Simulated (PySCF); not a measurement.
# BF₂H₃SSi: core binding energies at several levels of theory, part 2 of 3

PySCF 2.14.0. Atoms count from 0.

**5. Core holes by ΔSCF: PBE, X2C**

What the job is given:

```
{"job": {"kind": "xps", "xc": "PBE"}, "charge": 0, "multiplicity": 1}
F      1.517547    -1.952508    -0.357643
B      1.110086    -0.754061     0.003537
F      2.043777     0.095087     0.391591
Si    -0.836558    -0.178513    -0.011975
S     -0.878699     1.897891    -0.577956
H     -1.446221    -0.434116     1.331656
H     -1.630172    -0.913330    -1.037515
H      0.176237     2.220268     0.203571
```

With the program's defaults for keys left out, this is: delta-SCF UKS PBE, pcX-2 on the ionised atom, pcseg-1 elsewhere, spin-free X2C.

Standard output:

```text
ground state, core basis on atom 0 (F), 124 functions
  cycle   1  E = -915.24006545  |g| = 6.17e-01
  cycle   2  E = -915.03715230  |g| = 1.28e+00
  cycle   3  E = -915.30488267  |g| = 8.28e-02
  cycle   4  E = -915.30602376  |g| = 5.37e-02
  cycle   5  E = -915.30650918  |g| = 1.41e-02
  cycle   6  E = -915.30654432  |g| = 4.37e-03
  cycle   7  E = -915.30655156  |g| = 1.08e-03
  cycle   8  E = -915.30655385  |g| = 2.54e-04
  E(ground) = -915.30596325 Eh
hole in F 1s of atom 0
  cycle   1  E = -888.95130994  |g| = 2.61e+00
  cycle   2  E = -887.20070693  |g| = 2.63e+00
  cycle   3  E = -889.05250088  |g| = 9.99e-01
  cycle   4  E = -889.71487417  |g| = 4.48e-01
  cycle   5  E = -889.82126704  |g| = 2.02e-01
  cycle   6  E = -889.84973394  |g| = 7.17e-02
  cycle   7  E = -889.85287010  |g| = 2.32e-02
  cycle   8  E = -889.85300535  |g| = 1.44e-02
  cycle   9  E = -889.85309197  |g| = 2.09e-03
  cycle  10  E = -889.85309508  |g| = 4.46e-04
  E(ion) = -889.85248279 Eh   <S^2> = 0.7540   hole on atom = 1.000   binding energy = 692.624 eV
ground state, core basis on atom 1 (B), 124 functions
  cycle   1  E = -915.25761231  |g| = 9.70e-02
  cycle   2  E = -915.25457400  |g| = 1.58e-01
  cycle   3  E = -915.25856317  |g| = 2.10e-02
  cycle   4  E = -915.25860236  |g| = 1.38e-02
  cycle   5  E = -915.25863626  |g| = 1.30e-03
  cycle   6  E = -915.25863523  |g| = 2.00e-04
  E(ground) = -915.25804768 Eh
hole in B 1s of atom 1
  cycle   1  E = -907.55901631  |g| = 1.17e+00
  cycle   2  E = -904.93935891  |g| = 2.29e+00
  cycle   3  E = -907.74455416  |g| = 5.16e-01
  cycle   4  E = -906.86920438  |g| = 9.52e-01
  cycle   5  E = -907.91149579  |g| = 2.59e-01
  cycle   6  E = -907.93080439  |g| = 1.89e-01
  cycle   7  E = -907.73036899  |g| = 4.72e-01
  cycle   8  E = -907.79200354  |g| = 3.89e-01
  cycle   9  E = -907.83903943  |g| = 3.28e-01
  cycle  10  E = -907.83874657  |g| = 3.28e-01
  cycle  11  E = -907.83700717  |g| = 3.30e-01
  cycle  12  E = -907.82157490  |g| = 3.47e-01
  cycle  13  E = -907.83029767  |g| = 3.37e-01
  cycle  14  E = -907.94056280  |g| = 1.44e-01
  cycle  15  E = -907.94461134  |g| = 1.26e-01
  cycle  16  E = -907.94865122  |g| = 1.10e-01
  cycle  17  E = -907.83415119  |g| = 3.32e-01
  cycle  18  E = -907.86337698  |g| = 3.00e-01
  cycle  19  E = -907.93448031  |g| = 1.67e-01
  cycle  20  E = -907.94469069  |g| = 1.33e-01
  cycle  21  E = -907.96028956  |g| = 4.19e-02
  cycle  22  E = -907.96183187  |g| = 1.44e-02
  cycle  23  E = -907.96172732  |g| = 1.74e-02
  cycle  24  E = -907.96204229  |g| = 1.98e-03
  cycle  25  E = -907.96203543  |g| = 3.01e-03
  cycle  26  E = -907.96204604  |g| = 1.52e-04
  E(ion) = -907.96141577 Eh   <S^2> = 0.9719   hole on atom = 1.000   binding energy = 198.551 eV
ground state, core basis on atom 3 (Si), 135 functions
  cycle   1  E = -915.32113303  |g| = 2.67e-01
  cycle   2  E = -915.32075649  |g| = 6.38e-02
  cycle   3  E = -915.31973521  |g| = 9.42e-02
  cycle   4  E = -915.32144032  |g| = 1.16e-02
  cycle   5  E = -915.32145647  |g| = 2.24e-03
  cycle   6  E = -915.32145579  |g| = 4.52e-04
  E(ground) = -915.32140258 Eh
hole in Si 1s of atom 3
  cycle   1  E = -846.47085359  |g| = 4.42e+00
  cycle   2  E = -846.02756909  |g| = 2.49e+00
  cycle   3  E = -846.68449217  |g| = 1.13e+00
  cycle   4  E = -847.39984981  |g| = 5.40e-01
  cycle   5  E = -847.54280941  |g| = 2.18e-01
  cycle   6  E = -847.55948546  |g| = 7.56e-02
  cycle   7  E = -847.56149445  |g| = 2.65e-02
  cycle   8  E = -847.56195998  |g| = 6.53e-03
  cycle   9  E = -847.56198200  |g| = 2.48e-03
  cycle  10  E = -847.56198284  |g| = 8.41e-04
  cycle  11  E = -847.56198346  |g| = 1.24e-04
  E(ion) = -847.56192492 Eh   <S^2> = 0.7515   hole on atom = 1.000   binding energy = 1843.829 eV
hole in Si 2p of atom 3
  cycle   1  E = -911.05651934  |g| = 1.23e+00
  cycle   2  E = -910.55818925  |g| = 1.41e+00
  cycle   3  E = -911.24534976  |g| = 4.63e-01
  cycle   4  E = -911.37875883  |g| = 1.54e-01
  cycle   5  E = -911.38762077  |g| = 8.11e-02
  cycle   6  E = -911.39054096  |g| = 1.88e-02
  cycle   7  E = -911.39070315  |g| = 5.43e-03
  cycle   8  E = -911.39071594  |g| = 2.08e-03
  cycle   9  E = -911.39071831  |g| = 1.01e-03
  cycle  10  E = -911.39071782  |g| = 1.11e-04
  E(ion) = -911.39066728 Eh   <S^2> = 0.7522   hole on atom = 1.002   binding energy = 106.961 eV
  2p3/2 = 106.705 eV   2p1/2 = 107.330 eV
ground state, core basis on atom 4 (S), 135 functions
  cycle   1  E = -915.39138242  |g| = 3.54e-01
  cycle   2  E = -915.39145607  |g| = 4.45e-02
  cycle   3  E = -915.39142141  |g| = 3.58e-02
  cycle   4  E = -915.39168751  |g| = 1.02e-02
  cycle   5  E = -915.39170658  |g| = 4.16e-03
  cycle   6  E = -915.39170836  |g| = 3.30e-04
  E(ground) = -915.39156456 Eh
hole in S 1s of atom 4
  cycle   1  E = -823.29197099  |g| = 5.17e+00
  cycle   2  E = -822.20365707  |g| = 2.70e+00
  cycle   3  E = -818.39256591  |g| = 2.54e+00
  cycle   4  E = -824.44452677  |g| = 2.92e-01
  cycle   5  E = -824.43866043  |g| = 3.79e-01
  cycle   6  E = -824.49784969  |g| = 8.89e-02
  cycle   7  E = -824.50031970  |g| = 2.43e-02
  cycle   8  E = -824.50061396  |g| = 6.25e-03
  cycle   9  E = -824.50062138  |g| = 4.38e-03
  cycle  10  E = -824.50062860  |g| = 8.40e-04
  cycle  11  E = -824.50062780  |g| = 2.45e-04
  E(ion) = -824.50056206 Eh   <S^2> = 0.7512   hole on atom = 1.000   binding energy = 2473.270 eV
hole in S 2p of atom 4
  cycle   1  E = -908.75308516  |g| = 1.53e+00
  cycle   2  E = -908.20418680  |g| = 1.56e+00
  cycle   3  E = -909.07304324  |g| = 4.21e-01
  cycle   4  E = -909.17107912  |g| = 1.76e-01
  cycle   5  E = -909.17667521  |g| = 1.13e-01
  cycle   6  E = -909.18189029  |g| = 1.99e-02
  cycle   7  E = -909.18204764  |g| = 8.72e-03
  cycle   8  E = -909.18207200  |g| = 2.98e-03
  cycle   9  E = -909.18207452  |g| = 5.96e-04
  cycle  10  E = -909.18207490  |g| = 1.19e-04
  E(ion) = -909.18198525 Eh   <S^2> = 0.7513   hole on atom = 1.001   binding energy = 168.971 eV
  2p3/2 = 168.691 eV   2p1/2 = 169.930 eV
```

It took 16 s on 1 thread of Arm Neoverse V1, shared host; peak memory 0.49 GiB.

Binding energies by hole, beside the orbital energy of the ground state; the difference holds orbital relaxation and, for a density functional, its self-interaction error:

| hole | stands for | environment | ΔSCF (eV; 2p as the shell's mean) | −ε (eV) | ⟨S²⟩ |
| --- | --- | --- | --- | --- | --- |
| F1s on F0 | F0, F2 | fluorine bonded to B | 692.62 | 661.5 | 0.754 |
| B1s on B1 | B1 | boron bonded to 2 F, Si | 198.55 (doubtful) | 180.2 | 0.972 |
| Si1s on Si3 | Si3 | silicon bonded to B, S, 2 H | 1843.83 | 1784.2 | 0.752 |
| Si2p on Si3 | Si3 | silicon bonded to B, S, 2 H | 106.91 | 94.8 | 0.752 |
| S1s on S4 | S4 | sulfur bonded to Si, H | 2473.27 | 2403.1 | 0.751 |
| S2p on S4 | S4 | sulfur bonded to Si, H | 169.10 | 155.0 | 0.751 |

Each hole run stands for the others of its class of like atoms.

Doubtful: the ion did not converge, its hole moved, or its ⟨S²⟩ is well above 0.75.

With the spin-orbit splitting: Si3 2p3/2 106.70, 2p1/2 107.33 eV; S4 2p3/2 168.69, 2p1/2 169.93 eV. The table gives each 2p level as the mean over the whole 2p shell (two parts 2p3/2, one part 2p1/2), which differs a little from the single hole in the log.

**6. X-ray photoelectron lines: HF, X2C**

Settings changed since step 5:

```diff
@@ -1,2 +1,2 @@
-{"job": {"kind": "xps", "xc": "PBE"}, "charge": 0, "multiplicity": 1}
+{"job": {"kind": "xps", "xc": "HF"}, "charge": 0, "multiplicity": 1}
 F      1.517547    -1.952508    -0.357643
```

Method: delta-SCF UKS HF, pcX-2 on the ionised atom, pcseg-1 elsewhere, spin-free X2C.

Standard output:

```text
ground state, core basis on atom 0 (F), 124 functions
  cycle   1  E = -913.46236403  |g| = 6.48e-01
  cycle   2  E = -913.54785077  |g| = 3.66e-01
  cycle   3  E = -913.56997581  |g| = 5.73e-02
  cycle   4  E = -913.57124510  |g| = 1.47e-02
  cycle   5  E = -913.57135560  |g| = 2.97e-03
  cycle   6  E = -913.57136131  |g| = 7.89e-04
  cycle   7  E = -913.57136165  |g| = 2.71e-04
  E(ground) = -913.57136165 Eh
hole in F 1s of atom 0
  cycle   1  E = -887.21912333  |g| = 2.56e+00
  cycle   2  E = -887.88909237  |g| = 1.14e+00
  cycle   3  E = -888.09668144  |g| = 8.36e-02
  cycle   4  E = -888.09843650  |g| = 2.32e-02
  cycle   5  E = -888.09866204  |g| = 1.18e-02
  cycle   6  E = -888.09874203  |g| = 3.07e-03
  cycle   7  E = -888.09874931  |g| = 6.51e-04
  cycle   8  E = -888.09874980  |g| = 2.47e-04
  E(ion) = -888.09874980 Eh   <S^2> = 0.7606   hole on atom = 1.000   binding energy = 693.145 eV
ground state, core basis on atom 1 (B), 124 functions
  cycle   1  E = -913.52093871  |g| = 6.38e-02
  cycle   2  E = -913.52136637  |g| = 3.70e-02
  cycle   3  E = -913.52156592  |g| = 3.22e-03
  cycle   4  E = -913.52156833  |g| = 5.50e-04
  cycle   5  E = -913.52156842  |g| = 2.73e-04
  E(ground) = -913.52156842 Eh
hole in B 1s of atom 1
  cycle   1  E = -905.78759571  |g| = 1.14e+00
  cycle   2  E = -906.06435146  |g| = 4.81e-01
  cycle   3  E = -906.14722312  |g| = 1.66e-01
  cycle   4  E = -906.15739253  |g| = 3.41e-02
  cycle   5  E = -906.15832292  |g| = 1.30e-02
  cycle   6  E = -906.15865094  |g| = 5.44e-03
  cycle   7  E = -906.15871035  |g| = 2.55e-03
  cycle   8  E = -906.15872349  |g| = 1.08e-03
  cycle   9  E = -906.15872616  |g| = 4.35e-04
  E(ion) = -906.15872616 Eh   <S^2> = 0.7704   hole on atom = 1.000   binding energy = 200.353 eV
ground state, core basis on atom 3 (Si), 135 functions
  cycle   1  E = -913.58331039  |g| = 7.31e-02
  cycle   2  E = -913.58350343  |g| = 9.36e-03
  cycle   3  E = -913.58351610  |g| = 4.71e-03
  cycle   4  E = -913.58352002  |g| = 8.26e-04
  cycle   5  E = -913.58352034  |g| = 2.41e-04
  E(ground) = -913.58352034 Eh
hole in Si 1s of atom 3
  cycle   1  E = -844.60647468  |g| = 4.32e+00
  cycle   2  E = -845.53877845  |g| = 1.03e+00
  cycle   3  E = -845.65673813  |g| = 1.11e-01
  cycle   4  E = -845.66156135  |g| = 3.21e-02
  cycle   5  E = -845.66210354  |g| = 7.92e-03
  cycle   6  E = -845.66216797  |g| = 3.88e-03
  cycle   7  E = -845.66219456  |g| = 1.97e-03
  cycle   8  E = -845.66220700  |g| = 9.30e-04
  cycle   9  E = -845.66221033  |g| = 4.22e-04
  E(ion) = -845.66221033 Eh   <S^2> = 0.7555   hole on atom = 1.000   binding energy = 1848.233 eV
hole in Si 2p of atom 3
  cycle   1  E = -909.31836005  |g| = 1.20e+00
  cycle   2  E = -909.59854393  |g| = 4.24e-01
  cycle   3  E = -909.64038631  |g| = 4.45e-02
  cycle   4  E = -909.64155991  |g| = 1.92e-02
  cycle   5  E = -909.64185841  |g| = 8.09e-03
  cycle   6  E = -909.64197344  |g| = 4.95e-03
  cycle   7  E = -909.64204708  |g| = 2.49e-03
  cycle   8  E = -909.64207296  |g| = 9.82e-04
  cycle   9  E = -909.64207669  |g| = 3.55e-04
  E(ion) = -909.64207669 Eh   <S^2> = 0.7670   hole on atom = 1.002   binding energy = 107.252 eV
  2p3/2 = 107.042 eV   2p1/2 = 107.636 eV
ground state, core basis on atom 4 (S), 135 functions
  cycle   1  E = -913.65103197  |g| = 9.87e-02
  cycle   2  E = -913.65122722  |g| = 8.20e-03
  cycle   3  E = -913.65123719  |g| = 2.02e-03
  cycle   4  E = -913.65123848  |g| = 6.49e-04
  cycle   5  E = -913.65123879  |g| = 1.80e-04
  E(ground) = -913.65123879 Eh
hole in S 1s of atom 4
  cycle   1  E = -821.40098520  |g| = 5.05e+00
  cycle   2  E = -822.44481789  |g| = 1.12e+00
  cycle   3  E = -822.57100240  |g| = 1.11e-01
  cycle   4  E = -822.57389494  |g| = 1.67e-02
  cycle   5  E = -822.57401147  |g| = 3.99e-03
  cycle   6  E = -822.57403046  |g| = 2.03e-03
  cycle   7  E = -822.57403693  |g| = 1.17e-03
  cycle   8  E = -822.57403976  |g| = 5.64e-04
  cycle   9  E = -822.57404054  |g| = 2.35e-04
  E(ion) = -822.57404054 Eh   <S^2> = 0.7538   hole on atom = 1.000   binding energy = 2478.337 eV
hole in S 2p of atom 4
  cycle   1  E = -907.00775397  |g| = 1.49e+00
  cycle   2  E = -907.37458953  |g| = 5.30e-01
  cycle   3  E = -907.42414796  |g| = 2.67e-02
  cycle   4  E = -907.42456694  |g| = 8.84e-03
  cycle   5  E = -907.42463291  |g| = 3.64e-03
  cycle   6  E = -907.42464917  |g| = 1.54e-03
  cycle   7  E = -907.42465198  |g| = 6.94e-04
  cycle   8  E = -907.42465272  |g| = 3.29e-04
  E(ion) = -907.42465272 Eh   <S^2> = 0.7574   hole on atom = 1.001   binding energy = 169.434 eV
  2p3/2 = 169.058 eV   2p1/2 = 170.244 eV
```

It took 17 s on 1 thread of Arm Neoverse V1, shared host; peak memory 0.49 GiB.

Binding energies by hole, beside the orbital energy of the ground state; the difference holds orbital relaxation and, for a density functional, its self-interaction error:

| hole | stands for | environment | ΔSCF (eV; 2p as the shell's mean) | −ε (eV) | ⟨S²⟩ |
| --- | --- | --- | --- | --- | --- |
| F1s on F0 | F0, F2 | fluorine bonded to B | 693.15 | 717.1 | 0.761 |
| B1s on B1 | B1 | boron bonded to 2 F, Si | 200.35 | 210.5 | 0.770 |
| Si1s on Si3 | Si3 | silicon bonded to B, S, 2 H | 1848.23 | 1877.0 | 0.755 |
| Si2p on Si3 | Si3 | silicon bonded to B, S, 2 H | 107.24 | 116.0 | 0.767 |
| S1s on S4 | S4 | sulfur bonded to Si, H | 2478.34 | 2510.3 | 0.754 |
| S2p on S4 | S4 | sulfur bonded to Si, H | 169.45 | 180.8 | 0.757 |

Each hole run stands for the others of its class of like atoms.

With the spin-orbit splitting: Si3 2p3/2 107.04, 2p1/2 107.64 eV; S4 2p3/2 169.06, 2p1/2 170.24 eV. The table gives each 2p level as the mean over the whole 2p shell (two parts 2p3/2, one part 2p1/2), which differs a little from the single hole in the log.

**7. Core holes by ΔSCF: SCAN, X2C**

Settings changed since step 6:

```diff
@@ -1,2 +1,2 @@
-{"job": {"kind": "xps", "xc": "HF"}, "charge": 0, "multiplicity": 1}
+{"job": {"kind": "xps", "basis": "pcX-1"}, "charge": 0, "multiplicity": 1}
 F      1.517547    -1.952508    -0.357643
```

Method: delta-SCF UKS SCAN, pcX-1 on the ionised atom, pcseg-1 elsewhere, spin-free X2C.

Standard output:

```text
ground state, core basis on atom 0 (F), 103 functions
  cycle   1  E = -915.67252645  |g| = 6.72e-01
  cycle   2  E = -915.51080810  |g| = 1.21e+00
  cycle   3  E = -915.74487929  |g| = 5.83e-02
  cycle   4  E = -915.74542708  |g| = 3.83e-02
  cycle   5  E = -915.74569868  |g| = 1.05e-02
  cycle   6  E = -915.74571609  |g| = 5.52e-03
  cycle   7  E = -915.74572043  |g| = 1.26e-03
  cycle   8  E = -915.74572319  |g| = 3.44e-04
  E(ground) = -915.78469665 Eh
hole in F 1s of atom 0
  cycle   1  E = -889.36323455  |g| = 2.57e+00
  cycle   2  E = -887.99429792  |g| = 2.33e+00
  cycle   3  E = -889.54741340  |g| = 9.31e-01
  cycle   4  E = -890.20093091  |g| = 2.45e-01
  cycle   5  E = -890.21866353  |g| = 1.59e-01
  cycle   6  E = -890.23151751  |g| = 4.94e-02
  cycle   7  E = -890.23231118  |g| = 1.85e-02
  cycle   8  E = -890.23248605  |g| = 3.55e-03
  cycle   9  E = -890.23249368  |g| = 1.09e-03
  cycle  10  E = -890.23249540  |g| = 4.52e-04
  E(ion) = -890.27839952 Eh   <S^2> = 0.7562   hole on atom = 1.000   binding energy = 694.062 eV
ground state, core basis on atom 1 (B), 103 functions
  cycle   1  E = -915.74867287  |g| = 3.52e-02
  cycle   2  E = -915.74837783  |g| = 5.26e-02
  cycle   3  E = -915.74881235  |g| = 7.41e-03
  cycle   4  E = -915.74881790  |g| = 3.54e-03
  cycle   5  E = -915.74881904  |g| = 5.53e-04
  cycle   6  E = -915.74881841  |g| = 1.27e-04
  E(ground) = -915.78610784 Eh
hole in B 1s of atom 1
  cycle   1  E = -908.02335567  |g| = 1.16e+00
  cycle   2  E = -905.90670948  |g| = 2.01e+00
  cycle   3  E = -908.18005029  |g| = 5.41e-01
  cycle   4  E = -908.00011044  |g| = 6.76e-01
  cycle   5  E = -908.37611959  |g| = 2.08e-01
  cycle   6  E = -908.40572660  |g| = 1.14e-01
  cycle   7  E = -908.27746809  |g| = 3.53e-01
  cycle   8  E = -908.36147575  |g| = 2.24e-01
  cycle   9  E = -908.36221974  |g| = 2.23e-01
  cycle  10  E = -908.35772822  |g| = 2.32e-01
  cycle  11  E = -908.35120310  |g| = 2.43e-01
  cycle  12  E = -908.39425495  |g| = 1.27e-01
  cycle  13  E = -908.40989543  |g| = 3.23e-02
  cycle  14  E = -908.40971328  |g| = 3.49e-02
  cycle  15  E = -908.41077253  |g| = 7.25e-03
  cycle  16  E = -908.41009211  |g| = 2.74e-02
  cycle  17  E = -908.41075488  |g| = 9.12e-03
  cycle  18  E = -908.41082247  |g| = 2.85e-03
  cycle  19  E = -908.41081485  |g| = 3.83e-03
  cycle  20  E = -908.41082456  |g| = 2.23e-03
  cycle  21  E = -908.41082795  |g| = 3.86e-04
  E(ion) = -908.45079694 Eh   <S^2> = 0.9713   hole on atom = 1.000   binding energy = 199.604 eV
ground state, core basis on atom 3 (Si), 115 functions
  cycle   1  E = -915.84429801  |g| = 1.79e-01
  cycle   2  E = -915.84438154  |g| = 2.59e-02
  cycle   3  E = -915.84437969  |g| = 1.69e-02
  cycle   4  E = -915.84440439  |g| = 9.77e-03
  cycle   5  E = -915.84441877  |g| = 8.78e-04
  cycle   6  E = -915.84441937  |g| = 2.18e-04
  E(ground) = -915.83861362 Eh
hole in Si 1s of atom 3
  cycle   1  E = -846.88863254  |g| = 4.35e+00
  cycle   2  E = -846.87696670  |g| = 2.16e+00
  cycle   3  E = -847.39303508  |g| = 9.12e-01
  cycle   4  E = -847.86228117  |g| = 3.89e-01
  cycle   5  E = -847.94140368  |g| = 1.29e-01
  cycle   6  E = -847.94714994  |g| = 5.13e-02
  cycle   7  E = -847.94818164  |g| = 1.66e-02
  cycle   8  E = -847.94834061  |g| = 5.07e-03
  cycle   9  E = -847.94835168  |g| = 2.24e-03
  cycle  10  E = -847.94835335  |g| = 8.43e-04
  cycle  11  E = -847.94835411  |g| = 1.87e-04
  E(ion) = -847.95221564 Eh   <S^2> = 0.7525   hole on atom = 1.000   binding energy = 1847.283 eV
hole in Si 2p of atom 3
  cycle   1  E = -911.54357441  |g| = 1.23e+00
  cycle   2  E = -911.29257294  |g| = 1.17e+00
  cycle   3  E = -911.76634810  |g| = 3.92e-01
  cycle   4  E = -911.86148655  |g| = 1.15e-01
  cycle   5  E = -911.86656296  |g| = 5.31e-02
  cycle   6  E = -911.86781088  |g| = 1.37e-02
  cycle   7  E = -911.86788873  |g| = 4.76e-03
  cycle   8  E = -911.86790021  |g| = 1.73e-03
  cycle   9  E = -911.86790183  |g| = 7.89e-04
  cycle  10  E = -911.86790130  |g| = 1.76e-04
  E(ion) = -911.87501197 Eh   <S^2> = 0.7523   hole on atom = 1.002   binding energy = 107.855 eV
  2p3/2 = 107.606 eV   2p1/2 = 108.228 eV
ground state, core basis on atom 4 (S), 115 functions
  cycle   1  E = -915.89405975  |g| = 2.63e-01
  cycle   2  E = -915.89371346  |g| = 5.72e-02
  cycle   3  E = -915.89311947  |g| = 7.40e-02
  cycle   4  E = -915.89488044  |g| = 6.70e-03
  cycle   5  E = -915.89488514  |g| = 4.09e-03
  cycle   6  E = -915.89488586  |g| = 3.86e-04
  E(ground) = -915.91551081 Eh
hole in S 1s of atom 4
  cycle   1  E = -823.64987328  |g| = 5.07e+00
  cycle   2  E = -824.08873628  |g| = 2.08e+00
  cycle   3  E = -824.55354145  |g| = 7.84e-01
  cycle   4  E = -824.82260944  |g| = 2.69e-01
  cycle   5  E = -824.85516764  |g| = 9.01e-02
  cycle   6  E = -824.85741077  |g| = 4.04e-02
  cycle   7  E = -824.85789805  |g| = 1.05e-02
  cycle   8  E = -824.85794995  |g| = 3.69e-03
  cycle   9  E = -824.85795258  |g| = 2.15e-03
  cycle  10  E = -824.85795498  |g| = 1.30e-04
  E(ion) = -824.87123092 Eh   <S^2> = 0.7513   hole on atom = 1.000   binding energy = 2477.441 eV
hole in S 2p of atom 4
  cycle   1  E = -909.20712499  |g| = 1.51e+00
  cycle   2  E = -909.22449159  |g| = 1.16e+00
  cycle   3  E = -909.61388159  |g| = 2.24e-01
  cycle   4  E = -909.63670194  |g| = 1.01e-01
  cycle   5  E = -909.63957151  |g| = 5.93e-02
  cycle   6  E = -909.64071139  |g| = 1.43e-02
  cycle   7  E = -909.64078981  |g| = 5.44e-03
  cycle   8  E = -909.64080260  |g| = 2.29e-03
  cycle   9  E = -909.64080400  |g| = 6.36e-04
  cycle  10  E = -909.64080527  |g| = 1.46e-04
  E(ion) = -909.66904444 Eh   <S^2> = 0.7528   hole on atom = 1.001   binding energy = 169.975 eV
  2p3/2 = 169.749 eV   2p1/2 = 170.992 eV
```

Wall time 19 s (1 thread of Arm Neoverse V1, shared host); peak memory 0.49 GiB.

The holes in one table. −ε is the ground-state orbital energy:

| hole | stands for | environment | ΔSCF (eV; 2p as the shell's mean) | −ε (eV) | ⟨S²⟩ |
| --- | --- | --- | --- | --- | --- |
| F1s on F0 | F0, F2 | fluorine bonded to B | 694.06 | 667.4 | 0.756 |
| B1s on B1 | B1 | boron bonded to 2 F, Si | 199.60 (doubtful) | 183.3 | 0.971 |
| Si1s on Si3 | Si3 | silicon bonded to B, S, 2 H | 1847.28 | 1794.2 | 0.752 |
| Si2p on Si3 | Si3 | silicon bonded to B, S, 2 H | 107.81 | 97.1 | 0.752 |
| S1s on S4 | S4 | sulfur bonded to Si, H | 2477.44 | 2415.1 | 0.751 |
| S2p on S4 | S4 | sulfur bonded to Si, H | 170.16 | 158.3 | 0.753 |

Each hole run stands for the others of its class of like atoms.

Doubtful: the ion did not converge, its hole moved, or its ⟨S²⟩ is well above 0.75.

With the spin-orbit splitting: Si3 2p3/2 107.61, 2p1/2 108.23 eV; S4 2p3/2 169.75, 2p1/2 170.99 eV. The table gives each 2p level as the mean over the whole 2p shell (two parts 2p3/2, one part 2p1/2), which differs a little from the single hole in the log.

[end of part 2 of 3]
